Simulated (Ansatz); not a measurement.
# Mn3Sn (P6_3/mmc) in Ansatz: relaxation of cell and atoms with PBEsol

Aim: the relaxation of cell and atoms of Mn3Sn with PBEsol.

All numbers are computed with Ansatz 0.2.0; they aren't measurements. Logs are shortened: lines on timing, memory, paths and dates and some standing lists are left out, and cuts for length are marked.

## (1) Starting point

It takes space group P6_3/mmc (No. 194, hexagonal). Conventional cell: a = 5.670 Å, b = 5.670 Å, c = 4.530 Å, α = 90.00°, β = 90.00°, γ = 120.00°. Around Sn (site symmetry -6m2) lie 12 Mn at 2.79 to 2.84 Å. Mn (site symmetry mm2) has 4 Sn at 2.79 to 2.84 Å and 8 Mn at 2.80 to 2.84 Å as nearest neighbours.

## (2) Relaxation of cell and atoms, PBEsol, collinear spin, ferromagnetic start

input.yaml

```yaml
crystal:
  lattice:
    - [5.67, 0.0, 0.0]
    - [-2.835, 4.9103640395, 0.0]
    - [0.0, 0.0, 4.53]
  atoms:
    - { symbol: Sn, position: [0.6666666667, 0.3333333333, 0.75] }
    - { symbol: Sn, position: [0.3333333333, 0.6666666667, 0.25] }
    - { symbol: Mn, position: [0.6659999999, 0.833, 0.75], spin: 4.0 }
    - { symbol: Mn, position: [0.833, 0.1670000001, 0.25], spin: 4.0 }
    - { symbol: Mn, position: [0.1670000001, 0.3340000001, 0.75], spin: 4.0 }
    - { symbol: Mn, position: [0.3340000001, 0.1670000001, 0.25], spin: 4.0 }
    - { symbol: Mn, position: [0.1670000001, 0.833, 0.75], spin: 4.0 }
    - { symbol: Mn, position: [0.833, 0.6659999999, 0.25], spin: 4.0 }
hamiltonian:
  xc: pbesol
  pseudopotentials: { kind: paw }
magnetization:
  spin_polarized: true
kpoints:
  mp_grid: { grid: [6, 6, 6] }
scf:
  occupations: { method: fermi_dirac, width: 0.05 }
output:
  forces: true
  stress: true
  eigenvalues: true
relax:
  f_tol: 0.01
  max_steps: 40
  cell: { stress_tol: 0.05 }
```

Potentials or basis: Ansatz PAW.

On the command line:

```bash
$ ansatz run input.yaml --threads 4 --pin off --max-ram 11264MiB --backend cpu --events-out ev --progress --plain --runs-dir out
```

The program printed:

```text
Warning: RAYON_NUM_THREADS=4 ignored (pool sized by the plan → 4); use --threads N
Engine: ansatz 0.2.0, x86_64-unknown-linux-gnu
Pseudopotentials: kind: paw
Pseudopotential: Sn, paw, valence charge 14, recommended cutoff 420 eV (normal), Sn.paw.azcp
Pseudopotential: Mn, paw, valence charge 15, recommended cutoff 420 eV (normal), Mn.paw.azcp
Functional definition: PBEsol
  exchange = pbesol_x
  correlation = pbesol_c
Crystal: 8 atoms, lattice volume = 126.123 Å³
Basis set: ecut = 420 eV, 2451 PW (Γ), exchange–correlation on 80×80×64 points (8 copies of the dense FFT grid, shifted against one another)
Bands: 86, of which v1, the nominal top of the filled ones, is band 59 counted from 1 (58 counted from 0)
Symmetry: 24 space group operations
Space group: P63/mmc (ITA 194), of the structure as read, at distance tolerance 5.0e-5 Å
[... 202 lines left out ...]
  atom   5  Mn    -0.00000000    -0.00079319     0.00000000
  atom   6  Mn    -0.00068693    -0.00039660     0.00000000
  atom   7  Mn    -0.00068693     0.00039660     0.00000000
  atom   8  Mn    -0.00000000     0.00079319    -0.00000000
  max |Σ_I F_I| component: 4.48e-18 eV/Å
--- Stress (GPa, compression-positive) ---
       -0.000581      -0.000000       0.000000
        0.000000      -0.000581       0.000000
        0.000000       0.000000      -0.021499
  P = ⅓ Tr σ = -0.0076 GPa (-0.076 kbar)
--- Band table (eV; the first three rows and the last of 56) ---
  k-point 0 ↑: bands = ["-61.3729", "-61.3010", "-61.3010", "-61.2969", "-61.2638", "-61.2638", "-30.4261", "-30.3921", "-30.3569", "-30.3569", "-30.3360", "-30.3205", "-30.3205", "-30.2414", "-30.2414", "-30.2289", "-30.1063", "-30.0384", "-30.0384", "-30.0349", "-30.0349", "-30.0255", "-30.0255", "-29.9751", "-2.9347", "-2.9347", "-2.9329", "-2.9206", "-2.9206", "-2.9195", "-2.9195", "-2.8982", "-2.8607", "-2.8607", "7.0084", "10.3310", "13.6250", "13.9310", "13.9310", "14.1504", "14.1504", "14.1534", "14.6619", "14.9602", "14.9602", "15.5286", "15.5286", "15.7853", "15.9137", "16.0843", "16.3884", "16.5231", "16.5231", "16.6434", "16.6434", "17.3780", "17.3780", "17.5802", "17.5802", "17.6429", "17.6429", "17.8464", "17.8464", "18.2001", "18.6243", "18.7697", "19.0222", "19.1769", "19.5616", "19.5616", "19.8858", "19.8858", "21.5396", "22.8530", "24.8224", "24.8224", "25.6207", "26.1094", "26.1094", "27.1773", "27.5766", "27.5766", "28.2439", "28.7211", "28.7211", "28.7905"]
  k-point 1 ↑: bands = ["-61.3679", "-61.3020", "-61.2985", "-61.2985", "-61.2663", "-61.2663", "-30.4238", "-30.3949", "-30.3794", "-30.3794", "-30.3361", "-30.3361", "-30.3118", "-30.2207", "-30.2022", "-30.2022", "-30.1145", "-30.0426", "-30.0426", "-30.0304", "-30.0304", "-30.0266", "-30.0266", "-29.9998", "-2.9371", "-2.9371", "-2.9370", "-2.9370", "-2.9259", "-2.9011", "-2.9011", "-2.8958", "-2.8624", "-2.8624", "7.2387", "10.1965", "13.7711", "13.7832", "13.9869", "13.9869", "14.2272", "14.3005", "14.3005", "15.0524", "15.0524", "15.4929", "15.4929", "15.5451", "15.9672", "16.5056", "16.5056", "16.5347", "16.6511", "16.6511", "16.6555", "17.3185", "17.3185", "17.3453", "17.3453", "17.7612", "17.7612", "17.8489", "17.8489", "17.9466", "18.5975", "18.7751", "18.9390", "19.0062", "19.4407", "19.4407", "19.8769", "19.8769", "21.8479", "22.4377", "24.1929", "24.1929", "25.1144", "25.1144", "25.7183", "27.3218", "28.2007", "28.2007", "29.5822", "29.5822", "29.8648", "30.1346"]
  k-point 2 ↑: bands = ["-61.3540", "-61.3160", "-61.2917", "-61.2917", "-61.2731", "-61.2731", "-30.4175", "-30.4013", "-30.4013", "-30.4011", "-30.3696", "-30.3696", "-30.2465", "-30.1984", "-30.1371", "-30.1350", "-30.1350", "-30.0668", "-30.0494", "-30.0494", "-30.0318", "-30.0318", "-30.0295", "-30.0295", "-2.9472", "-2.9472", "-2.9428", "-2.9428", "-2.9102", "-2.8926", "-2.8851", "-2.8851", "-2.8668", "-2.8668", "7.8931", "9.7118", "13.1277", "13.1854", "14.1712", "14.1712", "14.5642", "14.5642", "14.6620", "15.3047", "15.3047", "15.4758", "15.4758", "15.5097", "15.9456", "16.1966", "16.1966", "16.5426", "16.5426", "16.9541", "17.1724", "17.2210", "17.2210", "17.4613", "17.4613", "17.5881", "17.6644", "17.6644", "17.9353", "17.9353", "18.3033", "18.4780", "18.8435", "18.9624", "19.2208", "19.2208", "19.6574", "19.6574", "21.0752", "22.5243", "23.4824", "23.4824", "23.9732", "23.9732", "26.4589", "29.3877", "29.3877", "30.1721", "30.9894", "31.6192", "31.6192", "31.7897"]
  k-point 27 ↓: bands = ["-59.5400", "-59.5400", "-59.4943", "-59.4943", "-59.4894", "-59.4894", "-28.6389", "-28.6389", "-28.6312", "-28.6312", "-28.6310", "-28.6310", "-28.4264", "-28.4264", "-28.3988", "-28.3988", "-28.3451", "-28.3451", "-28.3433", "-28.3433", "-28.2993", "-28.2993", "-28.2698", "-28.2698", "-2.9403", "-2.9403", "-2.9231", "-2.9231", "-2.9163", "-2.9163", "-2.8994", "-2.8994", "-2.8974", "-2.8974", "9.8548", "9.8548", "12.4704", "12.4704", "13.5955", "13.5955", "15.3202", "15.3202", "16.0382", "16.0382", "16.2838", "16.2838", "16.6589", "16.6589", "16.9853", "16.9853", "17.2518", "17.2518", "17.9679", "17.9679", "17.9794", "17.9794", "19.1394", "19.1394", "19.5030", "19.5030", "19.6232", "19.6232", "19.7576", "19.7576", "19.8244", "19.8244", "20.1744", "20.1744", "20.1975", "20.1975", "22.3879", "22.3879", "23.9447", "23.9447", "24.0895", "24.0895", "27.7005", "27.7005", "28.4730", "28.4730", "29.3489", "29.3489", "30.3892", "30.3892", "31.0658", "31.0658"]
--- Relaxed structure (8 steps of the walk, 7 accepted, 1 SCFs on fresh bases) ---
  F+E_penalty+E_count = -35111.06876593 eV   max|allowed force component| = 7.932e-4 eV/Å   (the final SCF, on the basis selected at the relaxed cell)
  cell:  # Å, volume = 105.8830 Å³
    - [5.3664199128415575, 7.258339968644323e-34, -3.8060920210578677e-33]
    - [-2.6832099564207788, 4.647455971895463, 2.2173413506364302e-33]
    - [-7.212495294869556e-34, 2.8994955959274592e-34, 4.245473887660516]
  atoms:
    - { symbol: Sn, position: [0.6666666666666667, 0.3333333333333333, 0.7500000000000001] }
    - { symbol: Sn, position: [0.3333333333333333, 0.6666666666666667, 0.25000000000000006] }
    - { symbol: Mn, position: [0.6980030816718208, 0.8490015408359103, 0.7500000000000001] }
    - { symbol: Mn, position: [0.8490015408359104, 0.1509984591640895, 0.25000000000000006] }
    - { symbol: Mn, position: [0.15099845916408947, 0.30199691832817904, 0.7500000000000001] }
    - { symbol: Mn, position: [0.3019969183281791, 0.1509984591640895, 0.25000000000000006] }
    - { symbol: Mn, position: [0.15099845916408944, 0.8490015408359103, 0.7500000000000001] }
    - { symbol: Mn, position: [0.8490015408359104, 0.6980030816718208, 0.25000000000000006] }
```

It took 3.2 min on 4 threads of AMD EPYC 7R43 (Zen 3), shared host; peak memory 0.94 GiB.

What came out:

| Property | Result |
| --- | --- |
| Free energy | -35111.0688 eV |
| Relaxed volume | 13.24 Å³/atom |
| Relaxed cell | a = 5.366 Å, b = 5.366 Å, c = 4.245 Å, α = 90.00°, β = 90.00°, γ = 120.00° |
| Space group after relaxing (to 0.05 Å) | P6_3/mmc (No. 194) |
| Energy gained by relaxing | 173.9 meV/atom |
| Ionic steps | 8 |
| Pressure after relaxing | 0.0 GPa |
| Band gap on the k mesh | none (metal or under the smearing width) |
| Net moment | 9.88 μB per cell |
| Absolute moment | 10.33 μB per cell |
| Site moments | Sn -0.06; Mn +1.60 μB |

The path:
| step | energy change (eV) | largest force (eV/Å) | volume (Å³) |
| --- | --- | --- | --- |
| 1 | 0.0000 | 0.4085 | 126.12 |
| 2 | -0.8798 | 0.9476 | 110.81 |
| 3 | -1.3264 | 0.4586 | 106.05 |
| 4 | -1.3852 | 0.1657 | 104.82 |
| 5 | -1.3971 | 0.0535 | 105.96 |
| 6 | -1.3980 | 0.0060 | 105.92 |
| 7 | -1.3981 | 0.0001 | 105.88 |
| 8 | -1.3913 | 0.0008 | 105.88 |

Final structure:
```
Sn Mn
1.0
     5.36642    0.00000    0.00000
    -2.68321    4.64746    0.00000
     0.00000    0.00000    4.24547
Sn Mn
2 6
Direct
  0.66667 0.33333 0.75000
  0.33333 0.66667 0.25000
  0.69800 0.84900 0.75000
  0.84900 0.15100 0.25000
  0.15100 0.30200 0.75000
  0.30200 0.15100 0.25000
  0.15100 0.84900 0.75000
  0.84900 0.69800 0.25000
```

Caveat: the volume moved by over 15 % at a fixed basis, so the end points are rough; the magnetic or orbital state may not be the lowest; the plane-wave basis is chosen anew once the cell has moved, so the energies of steps on either side of that aren't comparable; the PAW data sets come from PBE, with cores solved anew for the run's functional, which leaves a small shift of forces and pressure.
